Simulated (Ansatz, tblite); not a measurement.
# [AgF4]-: a ladder of methods and basis sets

An exercise on one series of results from a longer session: the logs are not shown, and one member is left open.

Program: Ansatz 0.2.0, Gaussian basis. Level of theory: as each input shows. These are calculated values, not measurements.

The runs, in order: GFN1-xTB, GFN2-xTB, PBE-D4/def2-TZVPD, r2SCAN-D4/def2-TZVPD, LDA/def2-TZVPD, HSE06-D4/def2-TZVPD, ωB97M-V/def2-TZVPD, ωB97X-V/def2-TZVPD, BHLYP-D4/def2-TZVPD, PBE-D4/def2-SVPD, PBE0-D4/def2-SVPD, CCSD(T)/def2-SVPD, MP2/def2-TZVPD, RPA/def2-TZVPD.

4 further runs of the same task are left out: 1 for a known fault of the program, 3 set aside as unsound or not needed.

**The relaxed structure**

The geometry is that of the singlet, from an earlier relaxation (PBE0-D4/def2-SVPD).

5 atoms, charge -1, spin multiplicity 1.

Bond lengths: Ag1–F2 1.919 Å, Ag1–F3 1.919 Å, Ag1–F4 1.919 Å, Ag1–F5 1.919 Å. Angles: F2–Ag1–F3 90.0°, F2–Ag1–F4 180.0°, F2–Ag1–F5 90.0°, F3–Ag1–F4 90.0°, F3–Ag1–F5 180.0°, F4–Ag1–F5 90.0°.

Formally the metal is d8. Ag takes a core potential in the def2 sets. No spin-orbit coupling is included. The ion is computed in the gas phase, without counter-ions or solvent.

PBE0-D4/def2-TZVPD was run before; its log isn't repeated, and its numbers join the tables.

The first run:

Tight binding, by tblite at 300 K electronic temperature and without a spin-polarisation term:

```python
tblite.interface.Calculator('GFN1-xTB', numbers, positions, charge=-1, uhf=0).singlepoint()
```

Tight binding, by tblite at 300 K electronic temperature and without a spin-polarisation term:

```python
tblite.interface.Calculator('GFN2-xTB', numbers, positions, charge=-1, uhf=0).singlepoint()
```

start.molden holds the orbitals of an earlier run on this state, given as this run's starting guess.

in.yaml reads:

```yaml
crystal:
  periodic: [false, false, false]
  atoms:
    - {symbol: Ag, position_ang: [-0.000001, 0.000005, 0.000001]}
    - {symbol: F, position_ang: [1.919016, -0.025650, 0.004681]}
    - {symbol: F, position_ang: [0.025644, 1.919015, 0.008037]}
    - {symbol: F, position_ang: [-1.919020, 0.025640, -0.004683]}
    - {symbol: F, position_ang: [-0.025640, -1.919000, -0.008036]}
basis:
  gaussian: {orbitals: def2-TZVPD, initial_orbitals: start.molden}
total_charge: -1
hamiltonian: {xc: pbe, dispersion: d4}
scf: {omitted_lower_state_checks: [starts]}
output: {orbitals: {seedname: orbitals}}
```

The run is started by

```bash
> ansatz run in.yaml --threads 4 --pin off --events-out ev --progress --plain --max-ram 3916MiB
```

Steps of the session up to this table: PBE-D4/def2-TZVPD; r2SCAN-D4/def2-TZVPD; LDA/def2-TZVPD; HSE06-D4/def2-TZVPD; ωB97M-V/def2-TZVPD; ωB97X-V/def2-TZVPD; BHLYP-D4/def2-TZVPD; PBE-D4/def2-SVPD; PBE0-D4/def2-SVPD; CCSD(T)/def2-SVPD; MP2/def2-TZVPD; RPA/def2-TZVPD.

One table of the session follows, with a row left open; its other results are not shown here.

| level | HOMO (eV) | gap (eV) |
| --- | --- | --- |
| LDA/def2-TZVPD | -3.00 | 2.16 |
| PBE-D4/def2-SVPD | -2.86 | 2.19 |
| PBE-D4/def2-TZVPD | -2.76 | 2.23 |
| r2SCAN-D4/def2-TZVPD | -3.18 | 2.58 |
| PBE0-D4/def2-SVPD | -5.05 | 5.01 |
| PBE0-D4/def2-TZVPD | -4.93 | 5.07 |
| HSE06-D4/def2-TZVPD | -4.51 | 4.28 |
| BHLYP-D4/def2-TZVPD | -7.09 | 8.05 |
| ωB97X-V/def2-TZVPD | -7.57 | 9.73 |
| ωB97M-V/def2-TZVPD | ? | ? |

Q: Estimate the row for ωB97M-V/def2-TZVPD from the others.

As computed: HOMO (eV): -7.59; gap (eV): 9.75. In the column «HOMO (eV)» it is the lowest.
